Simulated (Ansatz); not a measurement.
# AlH5O3Se: small, medium and large basis sets

One table from this session's results is given with a row withheld; the runs are named, their logs left out.

Computed with Ansatz 0.2.0, Gaussian basis. Level: one geometry, several basis sets.

The runs, in order: PBE0-D4/def2-SVP; ωB97M-V/def2-SVP; PBE0-D4/def2-QZVPP; ωB97M-V/def2-QZVPP; the functionals' def2-TZVPP values are taken from earlier runs.

### Structure used throughout

All runs share one geometry, relaxed beforehand with PBE0-D4 in a triple-zeta def2 set.

SMILES `[OH][Al-]([OH])([OH])[SeH2+]`, 10 atoms, charge 0, spin multiplicity 1.

Atoms are counted from 1 here; the program's logs count them from 0.

Bond lengths: O1–Al2 1.710 Å, O1–H6 0.955 Å, Al2–O3 1.709 Å, Al2–O4 1.710 Å, Al2–Se5 2.674 Å, O3–H7 0.955 Å, O4–H8 0.955 Å, Se5–H9 1.468 Å, Se5–H10 1.469 Å. Angles: Al2–O1–H6 120.4°, O1–Al2–O3 118.0°, O1–Al2–O4 117.9°, O1–Al2–Se5 100.0°, O3–Al2–O4 119.4°, O3–Al2–Se5 95.6°, O4–Al2–Se5 96.2°, Al2–O3–H7 120.7°, Al2–O4–H8 120.9°, Al2–Se5–H9 95.4°, Al2–Se5–H10 95.4°, H9–Se5–H10 91.5°.

The first run:

in.yaml

```yaml
crystal:
  periodic: [false, false, false]
  atoms:
    - {symbol: O, position_ang: [-0.977354, 0.117879, -1.430613]}
    - {symbol: Al, position_ang: [-0.101313, -0.611181, -0.156367]}
    - {symbol: O, position_ang: [1.422772, -1.295616, -0.517483]}
    - {symbol: O, position_ang: [-0.981426, -1.188176, 1.190985]}
    - {symbol: Se, position_ang: [0.870351, 1.570702, 1.046965]}
    - {symbol: H, position_ang: [-1.932737, 0.125515, -1.418153]}
    - {symbol: H, position_ang: [1.709971, -1.395927, -1.423132]}
    - {symbol: H, position_ang: [-0.651223, -1.913719, 1.717644]}
    - {symbol: H, position_ang: [-0.428729, 2.239960, 1.189506]}
    - {symbol: H, position_ang: [1.152788, 2.299364, -0.196352]}
basis:
  gaussian: {orbitals: def2-SVP}
hamiltonian: {xc: pbe0, dispersion: d4}
output: {orbitals: {seedname: orbitals}}
```

Launch:

```bash
ansatz run in.yaml --threads 4 --pin off --events-out ev --progress --plain --max-ram 10444MiB
```

Among the steps run: PBE0-D4 in def2-SVP; ωB97M-V in def2-SVP; PBE0-D4 in def2-QZVPP; ωB97M-V in def2-QZVPP.

One of the session's tables, all rows but one given; the rest of the session is left out.

It belongs to the step «Functionals by basis». 

| functional | basis | HOMO (eV) |
| --- | --- | --- |
| PBE0-D4 | def2-SVP | ? |
| PBE0-D4 | def2-TZVPP | -7.92 |
| PBE0-D4 | def2-QZVPP | -7.98 |
| ωB97M-V | def2-SVP | -9.95 |
| ωB97M-V | def2-TZVPP | -10.18 |
| ωB97M-V | def2-QZVPP | -10.24 |

**Question.** Estimate the row for PBE0-D4, def2-SVP.

The run gave: HOMO (eV): -7.67. In the column «HOMO (eV)» it is the highest.
